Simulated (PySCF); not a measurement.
# C6H5F: the cost of one run

Computed with PySCF 2.14.0, with density-fitted response routines of our own, on a single molecule in the gas phase. Atoms are numbered from 0 throughout.

### Step 1. The molecule as given

12 atoms, charge 0, multiplicity 1; geometry from: PBE0-D3(BJ)/def2-SVP.

Bonds of the start (Å): C0–C1 1.34, C1–C2 1.42, C2–C3 1.22, C3–C4 1.41, C4–C5 1.34, C5–F6 1.32, C0–H7 1.09, C0–H8 1.09, C1–H9 1.10, C4–H10 1.09, C5–H11 1.09.

### Step 2. NMR shieldings: PBE0/6-31G*

The job: settings as JSON, then the geometry in Å.

```
{"job": {"kind": "nmr", "xc": "PBE0", "basis": "6-31G*", "pop": true}, "charge": 0, "multiplicity": 1}
C      2.753424     0.675809     0.433511
C      2.036341    -0.458730     0.384136
C      0.630293    -0.515024     0.208907
C     -0.578347    -0.576409     0.058001
C     -1.977798    -0.670505    -0.114917
C     -2.796803     0.379250    -0.271163
F     -2.365473     1.627074    -0.278628
H      3.836573     0.646101     0.571067
H      2.277006     1.654547     0.337598
H      2.548680    -1.423572     0.483860
H     -2.442063    -1.661527    -0.124653
H     -3.878828     0.295085    -0.404700
```

Level: GIAO PBE0/6-31G* NMR shielding, non-relativistic, gas phase.

Run with:

```bash
$ OMP_NUM_THREADS=1 python probes_run.py task.json out
```

The driver reads the jobs from task.json and runs them one after another.

**Question.** How long does this first job take on 1 thread of Arm Neoverse V1, shared host, and how much memory does it need?

About 8.8 s, with a peak of 0.55 GiB.
